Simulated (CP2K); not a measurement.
The system is Zr3S2.

```
CELL_PARAMETERS angstrom
4.83710 0.00000 0.00000
1.35372 4.64381 0.00000
1.35372 1.01544 4.53143
ATOMIC_POSITIONS crystal
Zr 0.83873 0.50000 0.16127
Zr 0.50000 0.16127 0.83873
Zr 0.16127 0.83873 0.50000
S 0.66502 0.66502 0.66502
S 0.33498 0.33498 0.33498
```

The cell comes from a database or a generator and needn't be the stable form of this composition.

- Program: CP2K 2026.2
- Task: single point
- Functional: PBE
- Potentials or basis: POTENTIAL_UZH Zr GTH-PBE-q12, S GTH-PBE-q6; TZVP-MOLOPT-PBE-GTH basis
- Density cutoff: 6123 eV
- k mesh: 6 × 6 × 6
- Occupations: fermi-dirac, width 0.05 eV
- Spin: no spin polarisation

On this cell: pressure -0.1 GPa; largest force 0.018 eV/Å; band gap on the k mesh none (metal or under the smearing width).

The same run follows on a disturbed copy (atoms moved at random, drawn with an rms of 0.05 Å):

```
CELL_PARAMETERS angstrom
4.83710 0.00000 0.00000
1.35372 4.64381 0.00000
1.35372 1.01544 4.53143
ATOMIC_POSITIONS crystal
Zr 0.84516 0.49576 0.14686
Zr 0.49626 0.16190 0.84770
Zr 0.14023 0.85679 0.49747
S 0.65685 0.66433 0.66125
S 0.33267 0.34574 0.33784
```

Q: What changes?

A: The energy (extrapolated to zero smearing) moves by +16.8 meV/atom; pressure -0.7 GPa; largest force 0.807 eV/Å; band gap on the k mesh none (metal or under the smearing width).

Forces on the atoms (eV/Å):
```
Zr  -0.252  0.428  0.617
Zr  -0.168 -0.084 -0.553
Zr   0.613 -0.522  0.046
S   -0.142  0.213 -0.202
S   -0.051 -0.035  0.092
```

Stress tensor (GPa, compression positive):
```
-0.14  0.74 -0.20
 0.74 -0.96 -0.33
-0.20 -0.33 -0.87
```

Caveats: the basis of atomic orbitals isn't converged, which shifts pressures, moduli and gaps.
